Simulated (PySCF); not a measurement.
**C3H11B2N: electronic excitations**

Wanted: the electronic excitations of C3H11B2N (`CBNB(C)C`), by calculation.

Computed with PySCF 2.14.0, with density-fitted response routines of our own, on a single molecule in the gas phase. Atoms count from 0, in the outputs and in this text.

### 1 Starting geometry

17 atoms, charge 0, multiplicity 1; geometry from: GFN2-xTB.

Bonds of the start (Å): C0–B1 1.58, B1–N2 1.41, N2–B3 1.42, B3–C4 1.59, B3–C5 1.58, C0–H6 1.09, C0–H7 1.09, C0–H8 1.09, B1–H9 1.17, N2–H10 1.01, C4–H11 1.09, C4–H12 1.09, C4–H13 1.09, C5–H14 1.09, C5–H15 1.09, C5–H16 1.09.

### 2 Excited states and response: wB97X-D/def2-SVPD

Job settings and geometry (Å):

```
{"job": {"kind": "uv", "xc": "wB97X-D", "basis": "def2-SVPD", "nstates": 8, "ntriplets": 3}, "charge": 0, "multiplicity": 1}
C      2.907871    -0.461901    -0.154963
B      1.525308     0.301375    -0.070240
N      0.317225    -0.422688    -0.019020
B     -1.029819     0.021194     0.055279
C     -2.194015    -1.056190     0.085383
C     -1.381764     1.564779     0.104207
H      3.570413    -0.158453     0.654421
H      3.429448    -0.206767    -1.076947
H      2.818503    -1.546431    -0.118752
H      1.496189     1.471790    -0.053080
H      0.424771    -1.430189    -0.040877
H     -2.815508    -0.932404     0.970965
H     -1.844660    -2.087313     0.071941
H     -2.860244    -0.924965    -0.766436
H     -1.002751     2.080699    -0.775335
H     -0.917151     2.045997     0.962145
H     -2.450815     1.753497     0.161399
```

With the program's defaults for keys left out, this is: TDDFT wB97X-D/def2-SVPD, vertical, gas phase, core orbitals frozen in the response.

On the command line:

```bash
$ OMP_NUM_THREADS=1 python probes_run.py task.json out
```

This one command runs all jobs of the session in turn.

The program printed:

```text
coarse grid: 13312 points
cycle   1  E = -225.1916133786  dE =  5.305e-01  |g| = 4.445e-01  |ddm| = 8.298e+00
cycle   2  E = -225.2185696473  dE = -2.696e-02  |g| = 3.464e-01  |ddm| = 1.375e+00
cycle   3  E = -225.2449688552  dE = -2.640e-02  |g| = 4.644e-02  |ddm| = 5.740e-01
cycle   4  E = -225.2454052898  dE = -4.364e-04  |g| = 2.698e-02  |ddm| = 2.109e-01
cycle   5  E = -225.2455762710  dE = -1.710e-04  |g| = 1.875e-03  |ddm| = 6.471e-02
cycle   6  E = -225.2455777482  dE = -1.477e-06  |g| = 6.242e-04  |ddm| = 2.303e-02
final grid: 126128 points
cycle   7  E = -225.2744062266  dE = -9.126e-05  |g| = 5.958e-03  |ddm| = 1.981e-01
cycle   8  E = -225.2744086061  dE = -2.380e-06  |g| = 5.520e-03  |ddm| = 3.980e-02
cycle   9  E = -225.2744148680  dE = -6.262e-06  |g| = 5.793e-04  |ddm| = 7.796e-03
cycle  10  E = -225.2744149479  dE = -7.990e-08  |g| = 2.861e-04  |ddm| = 4.727e-03
cycle  11  E = -225.2744149714  dE = -2.346e-08  |g| = 3.022e-05  |ddm| = 1.212e-03
cycle  12  E = -225.2744149719  dE = -5.318e-10  |g| = 1.096e-05  |ddm| = 1.560e-04
converged SCF energy = -225.2744149719

Static polarisability (au): isotropic 73.608, principal 57.725 72.957 90.142

Singlet excitations
state   eV       nm        f      main configurations
  1   6.7508    183.7   0.00008   H->L 0.79, H-1->L 0.11
  2   6.8973    179.8   0.00006   H-1->L 0.76, H->L 0.11
  3   7.3804    168.0   0.40640   H-2->L 0.92
  4   8.0064    154.9   0.01626   H-3->L 0.88
  5   8.2327    150.6   0.05119   H->L+1 0.86, H->L+2 0.09
  6   8.3838    147.9   0.01447   H-2->L+1 0.82
  7   8.6621    143.1   0.01093   H-1->L+1 0.71, H-1->L+2 0.15
  8   8.8520    140.1   0.00151   H-4->L 0.39, H->L+4 0.21, H-6->L 0.13

Triplet excitations (Tamm-Dancoff, eV): 6.3657 6.3926 6.4536
```

Wall time 86 s (1 thread of Intel Xeon at 2.50GHz, shared host); peak memory 0.86 GiB.

Frontier orbitals and where they lie:

| orbital | eV | atoms |
| --- | --- | --- |
| HOMO−3 | -11.61 | C5 16 %, N2 12 %, B3 12 % |
| HOMO−2 | -10.78 | N2 54 %, B1 12 %, B3 9 % |
| HOMO−1 | -10.76 | B1 28 %, C0 27 %, H9 14 % |
| HOMO | -10.43 | C5 24 %, B3 23 %, C4 23 % |
| LUMO | 1.34 | B1 28 %, B3 21 %, N2 14 % |
| LUMO+1 | 1.79 | B3 38 %, B1 26 %, C4 6 % |
| LUMO+2 | 2.46 | B1 36 %, B3 15 %, C0 8 % |

With each of the 8 states as a Gaussian band of 0.4 eV half-width at 1/e, the curve within the window shown has maxima at 167 nm (ε 16,000) L/(mol cm). Beyond the last state computed it falls off for lack of states. The curve at chosen wavelengths:

(nm, ε (L/mol/cm)): (135, 159), (138, 477), (140, 846), (143, 1657), (146, 2602), (148, 3096), (151, 3438), (153, 3587), (156, 4544), (159, 7319), (161, 10115), (164, 14357), (167, 16500), (169, 16079), (172, 13091), (175, 8869), (177, 6234), (180, 3235), (183, 1463), (185, 805), (188, 299), (190, 147), (193, 47), (196, 14), (198, 6), (201, 2)

Ground-state properties from the same run:

| property | computed |
| --- | --- |
| dipole moment (D) | 0.90 |
| polarisability (Å³) | 10.91 |
| HOMO–LUMO gap (eV) | 11.77 |
| −ε(HOMO) (eV) | 10.43 |

### 3 What came out

| quantity | value |
| --- | --- |
| lowest singlet (wB97X-D/def2-SVPD) | 6.75 eV (184 nm), f = 0.000 |
| brightest single state of those computed | state 3, 7.38 eV, f = 0.406 |
| lowest triplet | 6.37 eV |

The first singlet state (HOMO→LUMO 0.79, HOMO−1→LUMO 0.11) lies at 6.75 eV and is dark; of the 8 states computed, the strongest absorption comes from state 3 at 7.38 eV. The lowest triplet lies 0.39 eV below the lowest singlet (triplets in Tamm-Dancoff, singlets in full TDDFT).
